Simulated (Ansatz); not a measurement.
# One shape, several levels: doublet [SiBrCl3]+

We compute a comparison of 4 runs (UHF/3-21G, U-revPBE/cc-pVDZ, UBLYP/cc-pVDZ, RPA@PBE0/cc-pVDZ) of doublet [SiBrCl3]+. 

Program for the calculation: Ansatz 0.2.0.

55 further runs of the same task are left out: 12 that didn't finish, 43 set aside as unsound or not needed.

## (1) The structure to begin with

The species is [SiBrCl3]+ (5 atoms), meant as a doublet with charge +1. SMILES of the parent species: `Cl[Si](Cl)(Cl)Br`. Geometry: relaxed at PBE0-D4/def2-TZVP. That shape belongs to the parent species and isn't relaxed for this state.

Bond lengths: Cl1–Si2 2.023 Å, Si2–Cl3 2.023 Å, Si2–Cl4 2.023 Å, Si2–Br5 2.188 Å. Angles: Cl1–Si2–Cl3 109.3°, Cl1–Si2–Cl4 109.3°, Cl1–Si2–Br5 109.7°, Cl3–Si2–Cl4 109.3°, Cl3–Si2–Br5 109.7°, Cl4–Si2–Br5 109.7°.

## (2) A single-point energy at UHF/3-21G (run 1)

Input file molecule.yaml:

```yaml
crystal:
  periodic: [false, false, false]
  atoms:
    - {symbol: Cl, position_ang: [-0.852900, -0.217700, 1.821600]}
    - {symbol: Si, position_ang: [0.003400, -0.042600, -0.003200]}
    - {symbol: Cl, position_ang: [1.690500, -1.158200, -0.059200]}
    - {symbol: Cl, position_ang: [-1.285700, -0.709700, -1.412800]}
    - {symbol: Br, position_ang: [0.494400, 2.054400, -0.387900]}
basis:
  gaussian:
    orbitals: 3-21G-spherical.json
output: {orbitals: {seedname: orbitals}}
total_charge: 1
hamiltonian:
  xc: hf
magnetization:
  spin_polarized: true
  initial_magnetization: 1
accuracy: high
```

The basis set 3-21G is read from a file made from the Basis Set Exchange's data (not shown).

Command:

```bash
$ ansatz run molecule.yaml --threads 1 --pin off --max-ram 3480MiB --events-out events.jsonl --progress --plain --runs-dir runs
```

Log:

```text
Warning: RAYON_NUM_THREADS=1 ignored (pool sized by the plan → 1); use --threads N
Functional definition: HF
  name "HF"
  exchange = exact_x
  correlation = 0
1491 factors; integrals over basis functions are off by at most 5.1e-9 eV
mean field evaluation 1: about -114803.1947 eV, gradient 2.0e1 eV
mean field evaluation 2: about -114803.2136 eV, gradient 2.0e1 eV
mean field evaluation 4: about -114806.2437 eV, gradient 1.5e0 eV
mean field evaluation 8: about -114806.3216 eV, gradient 1.3e-2 eV
mean field evaluation 16: about -114806.3216 eV, gradient 1.1e-3 eV
mean field evaluation 32: about -114806.3216 eV, gradient 2.6e-2 eV
mean field evaluation 64: about -114806.3216 eV, gradient 1.5e-5 eV
mean field evaluation 96: about -114806.3216 eV, gradient 3.2e-3 eV
mean field evaluation 128: about -114804.9627 eV, gradient 1.5e0 eV
mean field evaluation 160: about -114806.3216 eV, gradient 1.9e-8 eV
mean field evaluation 192: about -114805.0362 eV, gradient 8.8e-1 eV
mean field evaluation 224: about -114806.3215 eV, gradient 7.4e-2 eV
mean field evaluation 256: about -114806.3216 eV, gradient 8.1e-5 eV
mean field evaluation 288: about -114804.8449 eV, gradient 5.7e-1 eV
mean field evaluation 320: about -114804.5124 eV, gradient 6.5e0 eV
mean field evaluation 352: about -114806.3216 eV, gradient 9.8e-3 eV
mean field -114806.32161955 eV, -4219.0545009987 hartree, gradient 1.9e-8 eV, S^2 0.752666; 3 other end points of the search recorded, 0 dependent functions left out
reference -114806.32161955 eV, -4219.0545009987 hartree; 50, 49 occupied and 24, 25 virtual orbitals, 1491 factors
Total energy: -114806.32161955 eV, -4219.0545009987 hartree
```

It took 52 s on 1 thread of Arm Neoverse V2, shared host; peak memory 0.57 GiB.

## (3) A single-point energy at U-revPBE/cc-pVDZ (run 2)

Input file input.yaml:

```yaml
crystal:
  periodic: [false, false, false]
  atoms:
    - {symbol: Cl, position_ang: [-0.852900, -0.217700, 1.821600]}
    - {symbol: Si, position_ang: [0.003400, -0.042600, -0.003200]}
    - {symbol: Cl, position_ang: [1.690500, -1.158200, -0.059200]}
    - {symbol: Cl, position_ang: [-1.285700, -0.709700, -1.412800]}
    - {symbol: Br, position_ang: [0.494400, 2.054400, -0.387900]}
basis:
  gaussian:
    orbitals: cc-pVDZ
total_charge: 1
magnetization:
  spin_polarized: true
  initial_magnetization: 1
hamiltonian:
  xc: {name: revPBE}
accuracy: high
output: {orbitals: {seedname: orbitals}}
```

Command:

```bash
$ ansatz run input.yaml --threads 1 --pin off --max-ram 3480MiB --events-out events.jsonl --progress --plain --runs-dir runs
```

Log:

```text
Warning: RAYON_NUM_THREADS=1 ignored (pool sized by the plan → 1); use --threads N
Functional definition: revPBE
  name "revPBE"
  parameter kappa = 1.245
  parameter beta = 0.06672455060314922
  exchange = pbe_x(kappa = kappa, mu = beta*pi^2/3)
  correlation = pbe_c(beta = beta)
2154 factors; integrals over basis functions are off by at most 4.6e-9 eV
mean field evaluation 1: about -115467.6163 eV, gradient 2.3e1 eV
mean field evaluation 2: about -115458.9635 eV, gradient 4.2e1 eV
mean field evaluation 4: about -115469.1612 eV, gradient 1.6e1 eV
mean field evaluation 8: about -115471.1947 eV, gradient 5.0e0 eV
mean field evaluation 16: about -115471.4369 eV, gradient 1.1e0 eV
mean field evaluation 32: about -115469.7780 eV, gradient 7.1e0 eV
mean field evaluation 64: about -115471.4494 eV, gradient 2.2e-4 eV
mean field evaluation 96: about -115471.4310 eV, gradient 3.8e-1 eV
mean field evaluation 128: about -115471.4495 eV, gradient 1.3e-4 eV
mean field -115471.44945983 eV, -4243.4974982893 hartree, gradient 1.9e-8 eV, S^2 0.751268; 10 other end points of the search recorded, 0 dependent functions left out
reference -115471.44946335 eV, -4243.4974984187 hartree; 50, 49 occupied and 49, 50 virtual orbitals, 2154 factors
Total energy: -115471.44946335 eV, -4243.4974984187 hartree
```

It took 2 min on 1 thread of Arm Neoverse V2, shared host; peak memory 0.39 GiB.

## (4) The energy at UBLYP/cc-pVDZ (run 3)

Input file run.yaml:

```yaml
crystal:
  periodic: [false, false, false]
  atoms:
    - symbol: Cl
      position_ang: [-0.852900, -0.217700, 1.821600]
    - symbol: Si
      position_ang: [0.003400, -0.042600, -0.003200]
    - symbol: Cl
      position_ang: [1.690500, -1.158200, -0.059200]
    - symbol: Cl
      position_ang: [-1.285700, -0.709700, -1.412800]
    - symbol: Br
      position_ang: [0.494400, 2.054400, -0.387900]
basis:
  gaussian:
    orbitals: cc-pVDZ
total_charge: 1
output: {orbitals: {seedname: orbitals}}
magnetization:
  spin_polarized: true
  initial_magnetization: 1
hamiltonian:
  xc: {name: BLYP}
accuracy: high
```

Command:

```bash
$ ansatz run run.yaml --threads 1 --pin off --max-ram 3480MiB --events-out events.jsonl --progress --plain --runs-dir runs
```

Log:

```text
Warning: RAYON_NUM_THREADS=1 ignored (pool sized by the plan → 1); use --threads N
Functional definition: BLYP
  name "BLYP"
  parameter beta = 0.0042
  parameter a = 0.04918
  parameter b = 0.132
  parameter c = 0.2533
  parameter d = 0.349
  exchange = b88_x(beta = beta)
  correlation = lyp_c(a = a, b = b, c = c, d = d)
2154 factors; integrals over basis functions are off by at most 4.6e-9 eV
mean field evaluation 1: about -115482.1076 eV, gradient 2.4e1 eV
mean field evaluation 2: about -115472.5873 eV, gradient 4.5e1 eV
mean field evaluation 4: about -115483.9112 eV, gradient 1.7e1 eV
mean field evaluation 8: about -115486.0732 eV, gradient 5.0e0 eV
mean field evaluation 16: about -115486.3352 eV, gradient 6.4e-1 eV
mean field evaluation 32: about -115484.6417 eV, gradient 7.2e0 eV
mean field evaluation 64: about -115486.3387 eV, gradient 4.0e-2 eV
mean field evaluation 96: about -115486.3109 eV, gradient 1.5e0 eV
mean field evaluation 128: about -115485.8818 eV, gradient 5.7e0 eV
mean field evaluation 160: about -115486.3388 eV, gradient 3.8e-2 eV
mean field -115486.33896991 eV, -4244.0446776920 hartree, gradient 2.1e-8 eV, S^2 0.751073; 20 other end points of the search recorded, 0 dependent functions left out
reference -115486.33902469 eV, -4244.0446797051 hartree; 50, 49 occupied and 49, 50 virtual orbitals, 2154 factors
Total energy: -115486.33902469 eV, -4244.0446797051 hartree
```

It took 2.5 min on 1 thread of Arm Neoverse V2, shared host; peak memory 0.39 GiB.

## (5) A single-point energy at RPA@PBE0/cc-pVDZ (run 4)

Input file job.yaml:

```yaml
crystal:
  periodic: [false, false, false]
  atoms:
    - symbol: Cl
      position_ang: [-0.852900, -0.217700, 1.821600]
    - symbol: Si
      position_ang: [0.003400, -0.042600, -0.003200]
    - symbol: Cl
      position_ang: [1.690500, -1.158200, -0.059200]
    - symbol: Cl
      position_ang: [-1.285700, -0.709700, -1.412800]
    - symbol: Br
      position_ang: [0.494400, 2.054400, -0.387900]
basis:
  gaussian: {orbitals: cc-pVDZ}
magnetization: {spin_polarized: true, initial_magnetization: 1}
accuracy: high
hamiltonian: {xc: {name: PBE0}}
correlation: {method: rpa, frozen_orbitals: {Br: 9, Cl: 5, Si: 5}}
total_charge: 1
```

Command:

```bash
$ ansatz run job.yaml --threads 1 --pin off --max-ram 3480MiB --events-out events.jsonl --progress --plain --runs-dir runs
```

Log:

```text
Warning: RAYON_NUM_THREADS=1 ignored (pool sized by the plan → 1); use --threads N
Functional definition: PBE0
  name "PBE0"
  parameter a = 0.25
  parameter kappa = 0.804
[... 1 set-up line as earlier in the session ...]
  exchange = (1 - a)*pbe_x(kappa = kappa, mu = beta*pi^2/3) + a*exact_x
[... 1 set-up line as earlier in the session ...]
2154 factors; integrals over basis functions are off by at most 4.6e-9 eV
mean field evaluation 1: about -115459.3995 eV, gradient 1.9e1 eV
mean field evaluation 2: about -115459.6069 eV, gradient 1.9e1 eV
mean field evaluation 4: about -115461.5609 eV, gradient 7.5e0 eV
mean field evaluation 8: about -115462.0256 eV, gradient 6.2e-1 eV
mean field evaluation 16: about -115462.0322 eV, gradient 1.7e-2 eV
mean field evaluation 32: about -115462.0339 eV, gradient 1.3e-2 eV
mean field evaluation 64: about -115462.0340 eV, gradient 1.7e-8 eV
mean field evaluation 96: about -115461.9508 eV, gradient 1.2e0 eV
mean field evaluation 128: about -115460.1185 eV, gradient 1.3e1 eV
mean field evaluation 160: about -115462.0341 eV, gradient 4.9e-5 eV
mean field -115462.03406080 eV, -4243.1514887566 hartree, gradient 3.2e-8 eV, S^2 0.754058; 10 other end points of the search recorded, 0 dependent functions left out
29 core orbitals not correlated: weight in the atoms' cores, before any rotation towards them, 1.000 or more for the frozen orbitals, at most 0.000 for the correlated occupied ones
reference -115364.71777825 eV, -4239.5751813364 hartree; 21, 20 occupied and 49, 50 virtual orbitals, 2154 factors
Total energy: -115389.15801992 eV, -4240.4733436515 hartree
```

Wall time 4.3 min (1 thread of Arm Neoverse V2, shared host); peak memory 0.97 GiB.

## (6) The series

```tsv
run	level	frozen core orbitals	energy (Eh)	HOMO energy (eV)	⟨S²⟩	wall time
1	UHF/3-21G	–	-4219.054501	-18.09	0.753	52 s
2	U-revPBE/cc-pVDZ	–	-4243.497498	-13.19	0.751	2 min
3	UBLYP/cc-pVDZ	–	-4244.044680	-12.99	0.751	2.5 min
4	RPA@PBE0/cc-pVDZ	29	-4240.473344	–	0.754	4.3 min
```

## (7) Outcome

```
                                quantity           value
                     run 4: total energy  -4240.47334 Eh
 run 4: RPA correlation energy (valence)      -898.2 mEh
run 4: ⟨S²⟩ of the reference determinant           0.754
```

**Reading.** Totals of different functionals can't be ranked against each other. All runs together took 9.6 min, the longest 4.3 min.
